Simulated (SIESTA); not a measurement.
A run of SIESTA 5.4.2 is set up as follows.

Contents of NbTe.fdf:

```
SystemName                      NbTe
SystemLabel                     NbTe
NumberOfSpecies                 2
NumberOfAtoms                   2
%block ChemicalSpeciesLabel
  1  52 Te
  2  41 Nb
%endblock ChemicalSpeciesLabel

LatticeConstant                 1.0 Ang
%block LatticeVectors
     3.7029743866     0.0000000000     0.0000000000
    -1.8514871933     3.2068698884     0.0000000000
     0.0000000000     0.0000000000     3.6942110000
%endblock LatticeVectors
AtomicCoordinatesFormat         Fractional
%block AtomicCoordinatesAndAtomicSpecies
     0.6666666667     0.3333333333     0.0000000000  1  Te
     0.0000000000     0.0000000000     0.5000000000  2  Nb
%endblock AtomicCoordinatesAndAtomicSpecies

%block kgrid.MonkhorstPack
    8   0   0  0.0
    0   8   0  0.0
    0   0   7  0.0
%endblock kgrid.MonkhorstPack
XC.Functional                   GGA
XC.Authors                      PBE
PAO.BasisSize                   DZP
PAO.EnergyShift                 0.003 Ry
Mesh.Cutoff                     800 Ry
OccupationFunction              FD
ElectronicTemperature           0.05 eV
MaxSCFIterations                120
SCF.MustConverge                false
SCF.Mixer.Method                Pulay
SCF.Mixer.Weight                0.25
SCF.Mixer.History               8
SCF.DM.Tolerance                5.0e-05
SCF.H.Tolerance                 1.0e-03 eV
WriteForces                     true
Charge.Mulliken                 end
BandLinesScale                  ReciprocalLatticeVectors
%block BandLines
    1    0.000000   0.000000   0.000000  \Gamma
   10    0.500000   0.000000   0.000000  M
    6    0.333333   0.333333   0.000000  K
   11    0.000000   0.000000   0.000000  \Gamma
    9    0.000000   0.000000   0.500000  A
   10    0.500000   0.000000   0.500000  L
    6    0.333333   0.333333   0.500000  H
   11    0.000000   0.000000   0.500000  A
    1    0.500000   0.000000   0.500000  L
    9    0.500000   0.000000   0.000000  M
    1    0.333333   0.333333   0.000000  K
    9    0.333333   0.333333   0.500000  H
%endblock BandLines
%block PAO.Basis
  Te 4
  n=5 0 2
    5.635 0.000
  n=5 1 2
    7.297 0.000
  n=4 2 2
    3.260 0.000
  n=5 2 1
    7.297
  Nb 5
  n=4 0 2
    3.366 0.000
  n=5 0 2
    9.205 0.000
  n=4 1 2
    3.905 0.000
  n=5 1 1
    9.205
  n=4 2 2
    7.356 0.000
%endblock PAO.Basis
```

Potentials or basis: PseudoDojo 0.4 standard (PBE files), DZP (energy shift 0.003 Ry; two zetas on semicore shells).

The run is started by

```sh
$ siesta NbTe.fdf > NbTe.out 2>&1
```

Question: Estimate the pressure.

Answer: 2.1 GPa.

Question: Predict the band gap on the k mesh.

Answer: None (metal or under the smearing width).

Stress tensor (GPa, compression positive):
```
1.43 0.00 0.00
0.00 1.43 0.00
0.00 0.00 3.30
```

Caveat: spin-orbit coupling is left out, which moves the levels of the heavy elements; the basis of atomic orbitals isn't converged, which shifts pressures, moduli and gaps.
